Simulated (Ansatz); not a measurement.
# BH8NOSi2: the cost of one run

All numbers below are computed with Ansatz 0.2.0 (UKS BHLYP/STO-3G).

### Step 1. The system as given

Bond lengths: B1–O2 1.401 Å, O2–Si3 1.711 Å, Si3–N4 1.811 Å, Si3–Si5 2.260 Å, B1–H6 1.237 Å, B1–H7 1.208 Å, Si3–H8 1.452 Å, N4–H9 0.962 Å, N4–H10 1.045 Å, Si5–H11 1.496 Å, Si5–H12 1.459 Å, Si5–H13 1.517 Å. Angles (14 of 19 angles, heavy atoms first): B1–O2–Si3 105.1°, O2–Si3–N4 110.9°, O2–Si3–Si5 109.7°, N4–Si3–Si5 105.0°, O2–B1–H6 121.7°, O2–B1–H7 123.3°, O2–Si3–H8 114.3°, N4–Si3–H8 109.5°, Si5–Si3–H8 106.9°, Si3–N4–H9 108.4°, Si3–N4–H10 107.0°, Si3–Si5–H11 109.3°, Si3–Si5–H12 111.4°, Si3–Si5–H13 107.1°.

Structure file:

```xyz
13

B    -2.0809    0.8210    0.6844
O    -1.4645   -0.4348    0.7616
Si   -0.2700   -0.4205   -0.4636
N     0.3242   -2.0965   -0.8047
Si    1.5498    0.7093    0.2577
H    -3.0810    1.0117   -0.0176
H    -1.7238    1.7759    1.3319
H    -0.6926    0.2064   -1.7029
H     1.0289   -2.0411   -1.4575
H     0.6625   -2.4917    0.1020
H     2.0486    0.0884    1.5236
H     2.6109    0.7052   -0.7430
H     1.1083    2.1320    0.5431
```

### Step 2. Relaxing the start

Contents of input.yaml:

```yaml
crystal:
  periodic: [false, false, false]
  atoms:
    - { symbol: B, position_ang: [-2.0809, 0.821, 0.6844] }
    - { symbol: O, position_ang: [-1.4645, -0.4348, 0.7616] }
    - { symbol: Si, position_ang: [-0.27, -0.4205, -0.4636] }
    - { symbol: "N", position_ang: [0.3242, -2.0965, -0.8047] }
    - { symbol: Si, position_ang: [1.5498, 0.7093, 0.2577] }
    - { symbol: H, position_ang: [-3.081, 1.0117, -0.0176] }
    - { symbol: H, position_ang: [-1.7238, 1.7759, 1.3319] }
    - { symbol: H, position_ang: [-0.6926, 0.2064, -1.7029] }
    - { symbol: H, position_ang: [1.0289, -2.0411, -1.4575] }
    - { symbol: H, position_ang: [0.6625, -2.4917, 0.102] }
    - { symbol: H, position_ang: [2.0486, 0.0884, 1.5236] }
    - { symbol: H, position_ang: [2.6109, 0.7052, -0.743] }
    - { symbol: H, position_ang: [1.1083, 2.132, 0.5431] }
magnetization:
  spin_polarized: true
basis:
  gaussian: { orbitals: STO-3G }
hamiltonian:
  xc: { name: BHLYP }
relax:
  f_tol: 0.02
  max_steps: 40
```

Command:

```console
$ ansatz run input.yaml --threads 1 --pin off --max-ram 2048MiB --backend cpu --events-out ev --progress --plain --runs-dir out
```

What time and memory should one allow on 1 thread of Intel Xeon Platinum 8488C (Sapphire Rapids), shared host?

About 1.8 min, with a peak of 0.2 GiB.
